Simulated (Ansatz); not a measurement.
# RbCd (CsCl type): the cost of one run

Method: DFT PBE, with the methods named in each step, in Ansatz 0.2.0.

**1. The starting structure**

Symmetry: Pm-3m, No. 221, cubic system. Conventional cell: a = 4.738 Å, b = 4.738 Å, c = 4.738 Å, α = 90.00°, β = 90.00°, γ = 90.00°. Around Rb (site symmetry m-3m) lie 8 Cd at 4.10 Å. Around Cd (site symmetry m-3m) lie 8 Rb at 4.10 Å.

As a file:

```cif
data_structure
_symmetry_space_group_name_H-M 'Pm-3m'
_symmetry_Int_Tables_number 221
_cell_length_a 4.7376
_cell_length_b 4.7376
_cell_length_c 4.7376
_cell_angle_alpha 90.000
_cell_angle_beta 90.000
_cell_angle_gamma 90.000
_cell_volume 106.33
loop_
_atom_site_label
_atom_site_type_symbol
_atom_site_symmetry_multiplicity
_atom_site_Wyckoff_symbol
_atom_site_fract_x
_atom_site_fract_y
_atom_site_fract_z
_atom_site_occupancy
Rb1 Rb 1 a 0.00000 0.00000 0.00000 1
Cd1 Cd 1 b 0.50000 0.50000 0.50000 1
```

The file gives the conventional cell by its symmetry; the runs use the cell typed in the input.

An invented zintl-like structure; its stability wasn't tested.

Atoms are numbered in the order of the input: Rb1, Cd2.

**2. Cell and atoms relaxed, PAW**

input.yaml reads:

```yaml
crystal:
  lattice:
    - [4.7375526364, 0.0, 0.0]
    - [0.0, 4.7375526364, 0.0]
    - [0.0, 0.0, 4.7375526364]
  atoms:
    - { symbol: Rb, position: [0.0, 0.0, 0.0] }
    - { symbol: Cd, position: [0.5, 0.5, 0.5] }
kpoints:
  mp_grid: { grid: [9, 9, 9] }
scf:
  occupations: { method: fermi_dirac, width: 0.05 }
hamiltonian:
  xc: pbe
  pseudopotentials: { kind: paw }
output:
  forces: true
  stress: true
  write_density: true
  write_potential: true
  elf: true
  volumetric_format: npy
relax:
  f_tol: 0.005
  max_steps: 50
  cell: {}
```

Launch:

```bash
ansatz run input.yaml --threads 1 --pin off --max-ram 2048MiB --backend cpu --events-out ev --progress --plain --runs-dir out
```

Q: Estimate wall time and peak memory on 1 thread of Arm Neoverse V1, shared host.

About 16 s, with a peak of 0.37 GiB.
